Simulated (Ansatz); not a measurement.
# InP: the cost of one run

Computed with Ansatz 0.2.0 (DFT LDA, scalar-relativistic, plane waves, PAW, unless a step's input says otherwise).

The COD entry's cell or inner coordinates are ideal or old and differ from later refinements, so a difference from it is no clean test against experiment.

3 further runs of the same task are left out: 3 set aside as unsound or not needed.

**1. The starting structure**

The structure is cubic, space group F-43m (No. 216). The conventional cell has a = 5.827 Å, b = 5.827 Å, c = 5.827 Å, α = 90.00°, β = 90.00°, γ = 90.00°. In (site symmetry -43m) is surrounded by 4 P at 2.52 Å. Around P (site symmetry -43m) lie 4 In at 2.52 Å.

As a file:

```cif
data_structure
_symmetry_space_group_name_H-M 'F-43m'
_symmetry_Int_Tables_number 216
_cell_length_a 5.8271
_cell_length_b 5.8271
_cell_length_c 5.8271
_cell_angle_alpha 90.000
_cell_angle_beta 90.000
_cell_angle_gamma 90.000
_cell_volume 197.86
loop_
_atom_site_label
_atom_site_type_symbol
_atom_site_symmetry_multiplicity
_atom_site_Wyckoff_symbol
_atom_site_fract_x
_atom_site_fract_y
_atom_site_fract_z
_atom_site_occupancy
In1 In 4 a 0.00000 0.00000 0.00000 1
P1 P 4 c 0.25000 0.25000 0.25000 1
```

This cell was relaxed beforehand with the same method: volume 24.73 Å³/atom, gap on the mesh 0.58 eV.

**2. Relaxing at 30 GPa**

What is minimised here is the enthalpy; the energy can go up as the cell is squeezed.

input.yaml

```yaml
crystal:
  lattice:
    - [0.0, 2.9135471588, 2.9135471588]
    - [2.9135471588, 0.0, 2.9135471588]
    - [2.9135471588, 2.9135471588, 0.0]
  atoms:
    - { symbol: In, position: [0.0, 0.0, 0.0] }
    - { symbol: P, position: [0.75, 0.75, 0.75] }
basis:
  ecutwfc: 420
kpoints:
  mp_grid: { grid: [10, 10, 10] }
hamiltonian:
  xc: lda
scf:
  occupations: { method: fixed }
output:
  forces: true
  stress: true
  eigenvalues: true
relax:
  adjacent_minimum: "off"
  f_tol: 0.001
  max_steps: 60
  cell: { stress_tol: 0.02, p_target: 30.0 }
```

Launch:

```bash
> ansatz run input.yaml --threads 1 --pin off --max-ram 3072MiB --backend cpu --events-out ev --progress --plain --runs-dir out
```

What time and memory should one allow on 1 thread of AMD EPYC, shared host?

About 73 s, with a peak of 0.4 GiB.
